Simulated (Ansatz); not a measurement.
# TiCo: how the settings move a single-point run

Question: which choices in the input matter for TiCo?

Program: Ansatz 0.2.0. Level of theory: reference: DFT, PBE, PAW with Ansatz's default frozen-core files, scalar-relativistic. These are calculated values, not measurements.

### 1 The system as given

It takes space group Pm-3m (No. 221, cubic). Conventional cell: a = 2.986 Å, b = 2.986 Å, c = 2.986 Å, α = 90.00°, β = 90.00°, γ = 90.00°. Ti (site symmetry m-3m) has 8 Co at 2.59 Å as nearest neighbours. Co (site symmetry m-3m) has 8 Ti at 2.59 Å as nearest neighbours.

As a file:

```cif
data_structure
_symmetry_space_group_name_H-M 'P 1'
_symmetry_Int_Tables_number 1
_cell_length_a 4.2230
_cell_length_b 2.9861
_cell_length_c 4.2230
_cell_angle_alpha 90.000
_cell_angle_beta 90.000
_cell_angle_gamma 90.000
_cell_volume 53.25
loop_
_atom_site_label
_atom_site_type_symbol
_atom_site_fract_x
_atom_site_fract_y
_atom_site_fract_z
_atom_site_occupancy
Ti1 Ti 0.00000 0.00000 0.00000 1
Ti2 Ti 0.50000 0.00000 0.50000 1
Co1 Co 0.50000 0.50000 0.00000 1
Co2 Co 0.00000 0.50000 0.50000 1
```

### 2 Baseline

The input, input.yaml:

```yaml
crystal:
  lattice:
    - [0.0, 2.98611099, 2.98611099]
    - [2.98611099, 0.0, 0.0]
    - [0.0, 2.98611099, -2.98611099]
  atoms:
    - { symbol: Ti, position: [0.0, 0.0, 0.0] }
    - { symbol: Ti, position: [0.5, 0.0, 0.5] }
    - { symbol: Co, position: [0.5, 0.5, 0.0], spin: -1.0 }
    - { symbol: Co, position: [0.0, 0.5, 0.5], spin: -1.0 }
magnetization:
  spin_polarized: true
kpoints:
  mp_grid: { grid: [8, 12, 8] }
scf:
  occupations: { method: fermi_dirac, width: 0.03 }
  lower_state_search: "off"
hamiltonian:
  xc: pbe
  pseudopotentials: { kind: paw }
output:
  forces: true
  stress: true
  eigenvalues: true
  populations: true
  write_density: true
  write_potential: true
  elf: true
  volumetric_format: npy
```

The run is started by

```console
ansatz run input.yaml --threads 2 --pin off --max-ram 6144MiB --backend cpu --events-out ev --progress --plain --runs-dir out
```

Excerpt of the output:

```text
[...]
Basis set: ecut = 420 eV, 1021 PW (Γ), exchange–correlation on 60×40×60 points (8 copies of the dense FFT grid, shifted against one another)
[...]
Magnetic group: BNS 221.92 (UNI 1594), of the structure as read, at distance tolerance 3.8e-5 Å
k-points: 105 of 768
[...]
SCF iter   1: F=—  HF=-15255.595065 eV  |F-HF|=—  |Δ(HF+E_count)|=         —  Δρ=1.40e-1 (↑1.40e-1 ↓6.67e-2)  dr2=2.46e1  dr2_m=1.16e0  M=-0.623 μB ∫|m|=0.842 μB  β_m=0.30  ethr=3.10e-3  ⟨swp⟩=3.5  Hψ=22846  notcnv=0
preconditioner: auto → Kerker (q_TF=auto, 2.767 Å⁻¹)  [metal: Δε(μ)=0.002 eV  Ē_g=4.584 eV  σ=0.030 eV  W_gap=0.02  n_scr=18 (ndim 8)  ℏωp=25.9 eV  f_vac=0.000  D(μ)=3.72/eV (n_scr^D=38)]
[...]
SCF iter   2: F=—  HF=-15254.834028 eV  |F-HF|=—  |Δ(HF+E_count)|=   7.61e-1  Δρ=1.43e-1 (↑1.43e-1 ↓1.13e-1)  dr2=2.22e1  dr2_m=1.50e-1  M=-1.622 μB ∫|m|=1.917 μB  β_m=1.00  ethr=3.10e-3  ⟨swp⟩=3.0  Hψ=17481  notcnv=0  defer=235
[...]
SCF iter  22: F=—  HF=-15253.253361 eV  |F-HF|=—  |Δ(HF+E_count)|=   1.24e-6  Δρ=3.40e-5 (↑3.40e-5 ↓1.80e-5)  dr2=1.15e-6  dr2_m=3.53e-8  M=-1.779 μB ∫|m|=2.191 μB  β_m=0.96  ethr=7.54e-10  ⟨swp⟩=2.5  Hψ=13061  notcnv=0  defer=66
SCF iter  23: F=-15253.253361 eV  HF=-15253.253361 eV  |F-HF|=1.02e-8  |Δ(HF+E_count)|=   5.35e-8  Δρ=3.04e-6 (↑3.04e-6 ↓2.42e-6)  dr2=9.59e-9  dr2_m=4.18e-10  M=-1.779 μB ∫|m|=2.191 μB  ethr=1.72e-10  ⟨swp⟩=7.2  Hψ=44404  notcnv=0
[...]
SCF converged after 23 iterations
Magnetization: -1.7788 μB (28.1106 up, 29.8894 down)
[...]
Free energy (F): -15253.253361 eV
[...]
E sigma→0 (E₀):  -15253.248526 eV
[...]
Fermi energy:    16.677426 eV
[...]
  P = ⅓ Tr σ = -0.1463 GPa (-1.463 kbar)
[...]
```

It took 13 s on 2 threads of Intel Xeon 6975P-C (Granite Rapids), shared host; peak memory 0.61 GiB.

### 3 Changing settings: occupations.method tetrahedron_uncorrected, hubbard.sites [{species: Ti, l: d, u_eff: 3.0}], hubbard.double_counting fll, width left to its default

Changes to input.yaml since step 2:

```diff
@@ -8,4 +8,4 @@
     - { symbol: Ti, position: [0.5, 0.0, 0.5] }
-    - { symbol: Co, position: [0.5, 0.5, 0.0], spin: -1.0 }
-    - { symbol: Co, position: [0.0, 0.5, 0.5], spin: -1.0 }
+    - { symbol: Co, position: [0.5, 0.5, 0.0], spin: 1.0 }
+    - { symbol: Co, position: [0.0, 0.5, 0.5], spin: 1.0 }
 magnetization:
@@ -15,3 +15,3 @@
 scf:
-  occupations: { method: fermi_dirac, width: 0.03 }
+  occupations: { method: tetrahedron_uncorrected }
   lower_state_search: "off"
@@ -20,2 +20,3 @@
   pseudopotentials: { kind: paw }
+  hubbard: { sites: [{ species: Ti, l: d, u_eff: 3.0 }], double_counting: fll }
 output:
```

The run is started by

```console
ansatz run input.yaml --threads 2 --pin off --max-ram 6144MiB --backend cpu --events-out ev --progress --plain --runs-dir out
```

Standard output:

```text
Ti: projections on atomic orbitals take those of the free atom [Ne] 3s2 3p6 3d2 4s2, of charge +0.00 (hamiltonian.pseudopotentials.projection_atoms); the dataset's partial waves leave at most 4.1e-7 of an orbital's norm unspanned inside its sphere
Co: projections on atomic orbitals take those of the free atom [Ne] 3s2 3p6 3d7 4s2, of charge +0.00 (hamiltonian.pseudopotentials.projection_atoms); the dataset's partial waves leave at most 1.4e-6 of an orbital's norm unspanned inside its sphere
Engine: ansatz 0.2.0
Pseudopotentials: kind: paw
Pseudopotential: Ti, paw, valence charge 12, recommended cutoff 420 eV (normal)
Pseudopotential: Co, paw, valence charge 17, recommended cutoff 420 eV (normal)
Functional definition: PBE
  parameter kappa = 0.804
  parameter beta = 0.06672455060314922
  exchange = pbe_x(kappa = kappa, mu = beta*pi^2/3)
  correlation = pbe_c(beta = beta)
Crystal: 4 atoms, lattice volume = 53.253 Å³
Basis set: ecut = 420 eV, 1021 PW (Γ), exchange–correlation on 60×40×60 points (8 copies of the dense FFT grid, shifted against one another)
Bands: 36, of which v1, the nominal top of the filled ones, is band 29 counted from 1 (28 counted from 0)
Symmetry: 32 space group operations
Space group: Pm-3m (ITA 221), of the structure as read, at distance tolerance 3.8e-5 Å
Magnetic group: BNS 221.92 (UNI 1594), of the structure as read, at distance tolerance 3.8e-5 Å
k-points: 105 of 768
Non-local potential: Ti, projectors of the file, l = 0: 3, l = 1: 2, l = 2: 3, l = 3: 1
Non-local potential: Co, projectors of the file, l = 0: 3, l = 1: 2, l = 2: 3, l = 3: 1
PAW form: soft (Blöchl's): semilocal exchange-correlation on the pseudo side does not see the compensation charge
PAW one-centre angular grid: Ti, 590 points (default); XC on 64 Gauss nodes
PAW one-centre angular grid: Co, 590 points (default); XC on 64 Gauss nodes
Initial density: superposition of atomic densities (chi_scale 0.1, normalization cell)
Starting moments: Σ|m| = 2 μB on 2 of 4 sites
Initial wavefunctions: pseudopotential atomic-orbital guess
Functional: x = pbe(κ = 0.804, μ = 0.2195149727645171), c = pbe(β = 0.06672455060314922)
SCF iter   1: F=—  HF=-15251.065695 eV  |F-HF|=—  |Δ(HF+E_count)|=         —  Δρ=1.77e-1 (↑8.48e-2 ↓1.77e-1)  dr2=3.88e1  dr2_m=1.61e0  M=0.463 μB ∫|m|=0.635 μB  β_m=0.30  ethr=3.10e-3  ⟨swp⟩=3.6  Hψ=22922  notcnv=0
preconditioner: auto → Kerker (q_TF=auto, 2.767 Å⁻¹)  [metal: no gap  n_scr=18 (ndim 8)  ℏωp=25.9 eV  f_vac=0.000]
spin=Collinear: Kerker preconditioning applied to the charge; magnetization (m = ρ↑ − ρ↓) channel mixes plain (no charge-response kernel on spin).
SCF iter   2: F=—  HF=-15248.751010 eV  |F-HF|=—  |Δ(HF+E_count)|=    2.31e0  Δρ=1.43e-1 (↑1.15e-1 ↓1.43e-1)  dr2=2.05e1  dr2_m=1.56e-1  M=1.657 μB ∫|m|=1.811 μB  β_m=1.00  ethr=3.10e-3  ⟨swp⟩=3.1  Hψ=17484  notcnv=0  defer=287
SCF iter   3: F=—  HF=-15247.393931 eV  |F-HF|=—  |Δ(HF+E_count)|=    1.36e0  Δρ=4.75e-2 (↑3.17e-2 ↓4.75e-2)  dr2=3.93e0  dr2_m=2.57e-1  M=1.062 μB ∫|m|=1.347 μB  β_m=0.30  ethr=3.10e-3  ⟨swp⟩=2.6  Hψ=16719  notcnv=0  defer=260
SCF iter   4: F=—  HF=-15247.489337 eV  |F-HF|=—  |Δ(HF+E_count)|=   9.54e-2  Δρ=8.43e-2 (↑5.95e-2 ↓8.43e-2)  dr2=1.11e1  dr2_m=1.09e-1  M=1.653 μB ∫|m|=2.008 μB  β_m=1.00  ethr=3.10e-3  ⟨swp⟩=3.2  Hψ=15683  notcnv=0  defer=266
SCF iter   5: F=—  HF=-15247.010561 eV  |F-HF|=—  |Δ(HF+E_count)|=   4.79e-1  Δρ=3.08e-2 (↑1.21e-2 ↓3.08e-2)  dr2=8.52e-1  dr2_m=1.21e-1  M=1.352 μB ∫|m|=1.672 μB  β_m=0.30  ethr=3.10e-3  ⟨swp⟩=3.0  Hψ=13721  notcnv=0  defer=266
SCF iter   6: F=—  HF=-15246.976969 eV  |F-HF|=—  |Δ(HF+E_count)|=   3.36e-2  Δρ=5.55e-3 (↑5.55e-3 ↓2.63e-3)  dr2=3.80e-2  dr2_m=1.63e-3  M=1.557 μB ∫|m|=1.877 μB  β_m=1.00  ethr=1.47e-3  ⟨swp⟩=2.1  Hψ=10363  notcnv=0  defer=261
SCF iter   7: F=—  HF=-15247.004897 eV  |F-HF|=—  |Δ(HF+E_count)|=   2.79e-2  Δρ=2.11e-3 (↑1.56e-3 ↓2.11e-3)  dr2=5.42e-3  dr2_m=5.67e-4  M=1.582 μB ∫|m|=1.914 μB  β_m=1.00  ethr=6.55e-5  ⟨swp⟩=2.1  Hψ=9191  notcnv=0  defer=261
SCF iter   8: F=—  HF=-15247.027434 eV  |F-HF|=—  |Δ(HF+E_count)|=   2.25e-2  Δρ=1.06e-2 (↑6.90e-3 ↓1.06e-2)  dr2=1.61e-1  dr2_m=2.00e-3  M=1.544 μB ∫|m|=1.884 μB  β_m=0.30  ethr=9.34e-6  ⟨swp⟩=3.1  Hψ=12745  notcnv=0  defer=261
SCF iter   9: F=—  HF=-15247.027730 eV  |F-HF|=—  |Δ(HF+E_count)|=   2.96e-4  Δρ=4.21e-3 (↑2.41e-3 ↓4.21e-3)  dr2=3.40e-3  dr2_m=4.95e-3  M=1.635 μB ∫|m|=1.989 μB  β_m=1.00  ethr=9.34e-6  ⟨swp⟩=3.1  Hψ=13494  notcnv=0  defer=259
SCF iter  10: F=—  HF=-15247.034047 eV  |F-HF|=—  |Δ(HF+E_count)|=   6.32e-3  Δρ=4.62e-3 (↑1.31e-3 ↓4.62e-3)  dr2=1.23e-2  dr2_m=2.70e-3  M=1.675 μB ∫|m|=2.052 μB  β_m=1.00  ethr=5.85e-6  ⟨swp⟩=2.3  Hψ=10086  notcnv=0  defer=258
SCF iter  11: F=—  HF=-15247.040148 eV  |F-HF|=—  |Δ(HF+E_count)|=   6.10e-3  Δρ=5.74e-3 (↑2.05e-3 ↓5.74e-3)  dr2=2.90e-2  dr2_m=2.34e-3  M=1.707 μB ∫|m|=2.109 μB  β_m=1.00  ethr=5.85e-6  ⟨swp⟩=2.2  Hψ=9900  notcnv=0  defer=258
SCF iter  12: F=—  HF=-15247.047883 eV  |F-HF|=—  |Δ(HF+E_count)|=   7.74e-3  Δρ=9.10e-3 (↑4.48e-3 ↓9.10e-3)  dr2=9.50e-2  dr2_m=3.22e-3  M=1.739 μB ∫|m|=2.173 μB  β_m=1.00  ethr=5.85e-6  ⟨swp⟩=2.4  Hψ=10850  notcnv=0  defer=258
SCF iter  13: F=—  HF=-15247.046639 eV  |F-HF|=—  |Δ(HF+E_count)|=   1.24e-3  Δρ=3.82e-3 (↑2.63e-3 ↓3.82e-3)  dr2=1.99e-2  dr2_m=2.16e-4  M=1.740 μB ∫|m|=2.193 μB  β_m=1.00  ethr=5.85e-6  ⟨swp⟩=2.6  Hψ=11615  notcnv=0  defer=252
SCF iter  14: F=—  HF=-15247.049283 eV  |F-HF|=—  |Δ(HF+E_count)|=   2.64e-3  Δρ=2.56e-3 (↑1.32e-3 ↓2.56e-3)  dr2=6.72e-3  dr2_m=2.47e-4  M=1.743 μB ∫|m|=2.214 μB  β_m=1.00  ethr=5.85e-6  ⟨swp⟩=2.2  Hψ=10248  notcnv=0  defer=252
SCF iter  15: F=—  HF=-15247.052809 eV  |F-HF|=—  |Δ(HF+E_count)|=   3.53e-3  Δρ=4.42e-3 (↑2.93e-3 ↓4.42e-3)  dr2=2.88e-2  dr2_m=3.15e-4  M=1.725 μB ∫|m|=2.200 μB  β_m=0.30  ethr=5.85e-6  ⟨swp⟩=2.8  Hψ=11812  notcnv=0  defer=252
Mixer restart at iter 15: flushing history
spin-set hold released at iteration 15 (site moments' squared step at or under half its running peak, from the soft ceiling on): the magnetisation degrees of freedom join the quasi-Newton model from the next iteration; the mixer history was flushed
SCF iter  16: F=—  HF=-15247.055135 eV  |F-HF|=—  |Δ(HF+E_count)|=   2.33e-3  Δρ=7.10e-3 (↑3.20e-3 ↓7.10e-3)  dr2=3.98e-2  dr2_m=2.00e-3  M=1.757 μB ∫|m|=2.262 μB  β_m=0.20  ethr=5.85e-6  ⟨swp⟩=3.0  Hψ=15339  notcnv=0  defer=254
SCF iter  17: F=—  HF=-15247.053097 eV  |F-HF|=—  |Δ(HF+E_count)|=   2.04e-3  Δρ=1.87e-3 (↑5.64e-4 ↓1.87e-3)  dr2=6.23e-4  dr2_m=5.78e-4  M=1.749 μB ∫|m|=2.245 μB  β_m=0.25  ethr=5.85e-6  ⟨swp⟩=2.4  Hψ=11618  notcnv=0  defer=254
SCF iter  18: F=—  HF=-15247.054504 eV  |F-HF|=—  |Δ(HF+E_count)|=   1.41e-3  Δρ=2.02e-3 (↑6.61e-4 ↓2.02e-3)  dr2=6.14e-4  dr2_m=8.30e-4  M=1.755 μB ∫|m|=2.270 μB  β_m=0.20  ethr=1.07e-6  ⟨swp⟩=2.3  Hψ=13037  notcnv=0  defer=254
SCF iter  19: F=—  HF=-15247.055144 eV  |F-HF|=—  |Δ(HF+E_count)|=   6.40e-4  Δρ=1.07e-3 (↑7.21e-4 ↓1.07e-3)  dr2=1.36e-4  dr2_m=3.46e-4  M=1.753 μB ∫|m|=2.289 μB  β_m=0.12  ethr=1.06e-6  ⟨swp⟩=2.3  Hψ=9944  notcnv=0  defer=254
SCF iter  20: F=—  HF=-15247.056156 eV  |F-HF|=—  |Δ(HF+E_count)|=   1.01e-3  Δρ=1.04e-3 (↑8.41e-4 ↓1.04e-3)  dr2=1.06e-4  dr2_m=3.98e-4  M=1.761 μB ∫|m|=2.315 μB  β_m=0.34  ethr=2.35e-7  ⟨swp⟩=3.1  Hψ=15531  notcnv=0  defer=254
SCF iter  21: F=—  HF=-15247.057510 eV  |F-HF|=—  |Δ(HF+E_count)|=   1.35e-3  Δρ=9.39e-4 (↑7.73e-4 ↓9.39e-4)  dr2=1.07e-3  dr2_m=9.91e-5  M=1.741 μB ∫|m|=2.422 μB  β_m=0.77  ethr=1.83e-7  ⟨swp⟩=3.5  Hψ=17632  notcnv=0  defer=257
SCF iter  22: F=—  HF=-15247.057702 eV  |F-HF|=—  |Δ(HF+E_count)|=   1.92e-4  Δρ=7.97e-4 (↑7.83e-4 ↓7.97e-4)  dr2=1.03e-3  dr2_m=4.62e-5  M=1.731 μB ∫|m|=2.444 μB  β_m=0.89  ethr=1.83e-7  ⟨swp⟩=2.9  Hψ=12126  notcnv=0  defer=259
SCF iter  23: F=—  HF=-15247.057848 eV  |F-HF|=—  |Δ(HF+E_count)|=   1.47e-4  Δρ=6.66e-4 (↑4.27e-4 ↓6.66e-4)  dr2=5.25e-4  dr2_m=1.55e-5  M=1.714 μB ∫|m|=2.500 μB  β_m=0.94  ethr=1.83e-7  ⟨swp⟩=3.2  Hψ=14866  notcnv=0  defer=259
SCF iter  24: F=—  HF=-15247.057904 eV  |F-HF|=—  |Δ(HF+E_count)|=   5.62e-5  Δρ=9.02e-4 (↑4.56e-4 ↓9.02e-4)  dr2=7.69e-4  dr2_m=2.58e-5  M=1.711 μB ∫|m|=2.505 μB  β_m=0.74  ethr=1.83e-7  ⟨swp⟩=2.3  Hψ=10915  notcnv=0  defer=261
SCF iter  25: F=—  HF=-15247.057850 eV  |F-HF|=—  |Δ(HF+E_count)|=   5.49e-5  Δρ=8.14e-5 (↑8.14e-5 ↓7.07e-5)  dr2=4.48e-6  dr2_m=8.68e-7  M=1.707 μB ∫|m|=2.513 μB  β_m=0.78  ethr=1.83e-7  ⟨swp⟩=2.5  Hψ=11421  notcnv=0  defer=261
SCF iter  26: F=—  HF=-15247.057857 eV  |F-HF|=—  |Δ(HF+E_count)|=   7.10e-6  Δρ=7.43e-5 (↑5.08e-5 ↓7.43e-5)  dr2=5.73e-6  dr2_m=1.68e-7  M=1.706 μB ∫|m|=2.513 μB  β_m=0.89  ethr=7.72e-9  ⟨swp⟩=2.7  Hψ=13188  notcnv=0  defer=261
SCF iter  27: F=—  HF=-15247.057857 eV  |F-HF|=—  |Δ(HF+E_count)|=   6.73e-7  Δρ=2.30e-5 (↑2.25e-5 ↓2.30e-5)  dr2=7.89e-7  dr2_m=1.11e-8  M=1.707 μB ∫|m|=2.512 μB  β_m=0.95  ethr=7.72e-9  ⟨swp⟩=2.4  Hψ=10394  notcnv=0  defer=261
iter 28 met the thresholds in force, and the SCF goes on: an eigenvalue changes by 80.37 meV, over its tolerance of 10.00 meV (output.eigenvalues, Limitations)
SCF iter  28: F=-15247.057857 eV  HF=-15247.057857 eV  |F-HF|=5.30e-9  |Δ(HF+E_count)|=   7.06e-8  Δρ=2.64e-6 (↑1.75e-6 ↓2.64e-6)  dr2=1.69e-9  dr2_m=1.88e-9  M=1.707 μB ∫|m|=2.512 μB  β_m=0.97  ethr=1.72e-10  ⟨swp⟩=8.4  Hψ=48231  notcnv=0
iter 29 met the thresholds in force, and the SCF goes on: an eigenvalue changes by 80.37 meV, over its tolerance of 10.00 meV (output.eigenvalues, Limitations)
SCF iter  29: F=-15247.057857 eV  HF=-15247.057857 eV  |F-HF|=2.60e-10  |Δ(HF+E_count)|=   4.23e-8  Δρ=7.98e-7 (↑5.34e-7 ↓7.98e-7)  dr2=3.14e-10  dr2_m=9.96e-11  M=1.707 μB ∫|m|=2.511 μB  β_m=1.00  ethr=2.91e-12  ⟨swp⟩=4.3  Hψ=42524  notcnv=0
Mixer restart at iter 29: flushing history
iter 30 met the thresholds in force, and the SCF goes on: an eigenvalue changes by 13.10 meV, over its tolerance of 10.00 meV (output.eigenvalues, Limitations)
SCF iter  30: F=-15247.057857 eV  HF=-15247.057857 eV  |F-HF|=3.57e-10  |Δ(HF+E_count)|=   2.86e-9  Δρ=7.50e-7 (↑5.82e-7 ↓7.50e-7)  dr2=5.48e-10  dr2_m=5.84e-11  M=1.707 μB ∫|m|=2.511 μB  β_m=1.00  ethr=1.00e-12  ⟨swp⟩=4.0  Hψ=40285  notcnv=0  κ⁻¹=1.0e0(r=1)
SCF iter  31: F=-15247.057857 eV  HF=-15247.057857 eV  |F-HF|=2.18e-11  |Δ(HF+E_count)|=  7.82e-11  Δρ=4.26e-7 (↑4.26e-7 ↓2.69e-7)  dr2=1.36e-10  dr2_m=3.76e-11  M=1.707 μB ∫|m|=2.511 μB  ethr=1.00e-12  ⟨swp⟩=4.0  Hψ=38541  notcnv=0
SCF 1 converged in 31 iterations: F = -15247.057857 eV  dr2 = 1.36e-10
SCF converged after 31 iterations
an eigenvalue changed by more than its tolerance at an iteration that met the thresholds in force, so the SCF went on 3 times, its first undamped step at iteration 29: the last check found none over its tolerance
Magnetization: 1.7070 μB (29.8535 up, 28.1465 down)
Absolute magnetization: 2.5501 μB (∫|ρ↑−ρ↓|, with the PAW one-centre terms)
Spin contamination: 0.3097 ħ² per cell (⟨S²⟩ above its minimum at these occupations)
Per-site moments (μB) at R_I (Å): [(-0.08276963393630214, 1.0667447900422087), (-0.08276963393630207, 1.0667447900422087), (1.0326498108801798, 1.0667447900422087), (1.0326498108801798, 1.0667447900422087)]
Free energy (F): -15247.057857 eV
Harris-Foulkes:  -15247.057857 eV  (|F-HF|=2.18e-11)
Internal energy: -15247.056349 eV  (E = F + TS)
E sigma→0 (E₀):  -15247.057857 eV
Entropy (-TS):   -0.001509 eV (-0.377 meV/atom)
Fermi energy:    16.988601 eV
--- Per-component energies (eV) ---
  E_band       = -806.332023
  E_kinetic    = 1457.444311
  E_local      = -7764.392687  (includes V_loc(G=0)·N_el)
  E_nonlocal   = 918.540052
  E_hartree    = 3277.883977
  E_xc         = -515.615668
  E_vxc        = -657.786337  (∫ρ·V_xc dr)
  E_hubbard    = 5.994891  (on-site DFT+U / exact-exchange correction)
  E_vhub       = 3.370056  (the Hubbard potential's part of the band-sum identity)
  E_paw        = -5124.812697  (= ΣΔE_a)
  E_vpaw       = -1319.275543  (= ΣTr[D̂ρ^β])
  E_aug_tail   = 0.000352  (compensation charges beyond the density's cutoff)
  E_ewald      = -7502.098879
  E_smearing   = -0.001509  (= −TS)
  E_closure    = 0.000000  (closes the sum)
  Σ components = -15247.057857   (vs F -15247.057857, Δ=0.00e0)
--- Forces (eV/Å), atoms counted from 1 ---
  atom   1  Ti     0.00000000     0.00000000     0.00000000
  atom   2  Ti     0.00000000    -0.00000000     0.00000000
  atom   3  Co     0.00000000     0.00000000    -0.00000000
  atom   4  Co     0.00000000    -0.00000000     0.00000000
  max |Σ_I F_I| component: 2.72e-29 eV/Å
--- Stress (GPa, compression-positive) ---
        4.023073      -0.000000      -0.000000
       -0.000000       4.074581       0.000000
       -0.000000      -0.000000       4.074581
  P = ⅓ Tr σ = 4.0574 GPa (40.574 kbar)
--- Band table (eV; the first three rows and the last of 210) ---
  k-point 0 ↑: bands = ["-78.8509", "-78.8422", "-42.1379", "-42.1379", "-42.1168", "-42.1168", "-42.1162", "-42.1123", "-40.8568", "-40.7911", "-17.1863", "-17.1863", "-16.9426", "-16.9426", "-16.9420", "-16.8936", "8.9634", "12.2466", "12.8364", "12.8365", "12.9877", "14.1179", "14.1179", "14.9822", "14.9839", "14.9839", "15.3479", "16.0647", "17.2606", "17.2606", "17.8182", "17.8193", "18.4453", "19.2321", "19.2321", "19.4078"]
  k-point 1 ↑: bands = ["-78.8508", "-78.8427", "-42.1380", "-42.1369", "-42.1186", "-42.1175", "-42.1160", "-42.1124", "-40.8533", "-40.7925", "-17.1791", "-17.1766", "-16.9540", "-16.9517", "-16.9404", "-16.8957", "9.1178", "12.2838", "12.8917", "12.8996", "13.0243", "14.1509", "14.2001", "14.9516", "14.9687", "15.0268", "15.1489", "15.8270", "17.0468", "17.4382", "17.7827", "17.8273", "18.4483", "19.1084", "19.1996", "19.2043"]
  k-point 2 ↑: bands = ["-78.8504", "-78.8440", "-42.1381", "-42.1343", "-42.1234", "-42.1196", "-42.1155", "-42.1127", "-40.8435", "-40.7969", "-17.1576", "-17.1492", "-16.9854", "-16.9775", "-16.9357", "-16.9015", "9.5675", "12.2722", "13.0367", "13.0855", "13.1341", "14.2451", "14.4299", "14.7181", "14.8591", "14.9195", "15.1231", "15.1991", "16.8535", "17.6995", "17.7358", "17.8515", "18.3052", "18.6540", "18.7328", "18.7932"]
  k-point 104 ↓: bands = ["-77.6286", "-77.6286", "-40.9546", "-40.9546", "-40.9532", "-40.9532", "-40.9279", "-40.9279", "-40.8631", "-40.8631", "-17.2650", "-17.2650", "-17.2620", "-17.2620", "-16.9645", "-16.9645", "12.7191", "12.7191", "13.1698", "13.1698", "14.6257", "14.6257", "14.6267", "14.6267", "16.9925", "16.9925", "17.1870", "17.1870", "17.1882", "17.1882", "17.2758", "17.2758", "18.1991", "18.1991", "19.5444", "19.5444"]
Occupation matrices written to <dir>
--- Löwdin populations: 4 sites ---
  site symbol       q [e]    m [muB]
     0     Ti     11.7575    -0.1117
     1     Ti     11.7575    -0.1117
     2     Co     16.8485     1.0105
     3     Co     16.8485     1.0105
  spilling = 0.013587 (of n_electrons = 58.000000)
```

Wall time 22 s (2 threads of Intel Xeon 6975P-C (Granite Rapids), shared host); peak memory 0.75 GiB.

Changing the smearing and Hubbard U moves the energy by +1.55 eV/atom (σ→0 values), and the pressure goes from -0.1 to 4.1 GPa and the absolute moment goes from 2.20 to 2.55 μB. The U term adds an energy of its own, so the shift says nothing about which run is better.

### 4 Comparison

| run | ending | energy change | pressure (GPa) | abs. moment (μB) | force (eV/Å) | cycles | time |
| --- | --- | --- | --- | --- | --- | --- | --- |
| reference | converged | 0 | -0.1 | 2.20 | 0.00 | 23 | 13 s (other work) |
| 1: occupations.method tetrahedron_uncorrected, hubbard.sites [{species: Ti, l: d, u_eff: 3.0}], hubbard.double_counting fll, width left to its default | converged | +1.55 eV/atom (σ→0) (with the U term) | 4.1 | 2.55 | 0.00 | 31 | 22 s |

Residual by cycle in the longest SCF loop of each run; runs are numbered as in the table. The quantity is the density residual dr2, in eV.

| cycle | reference | run 1 |
| --- | --- | --- |
| 1 | 24.6 | 38.8 |
| 4 | 3.46 | 11.1 |
| 6 | 0.119 | 0.038 |
| 9 | 5.6e-5 | 0.0034 |
| 12 | 0.00717 | 0.095 |
| 15 | 9.3e-4 | 0.0288 |
| 17 | 0.00752 | 6.2e-4 |
| 20 | 2.2e-5 | 1.1e-4 |
| 23 | 9.6e-9 | 5.2e-4 |
| 26 | - | 5.7e-6 |
| 28 | - | 1.7e-9 |
| 31 | - | 1.4e-10 |

**Reading.** Changing the smearing and Hubbard U moves the energy by +1.55 eV/atom (σ→0 values), and the pressure goes from -0.1 to 4.1 GPa and the absolute moment goes from 2.20 to 2.55 μB. The U term adds an energy of its own, so the shift says nothing about which run is better.
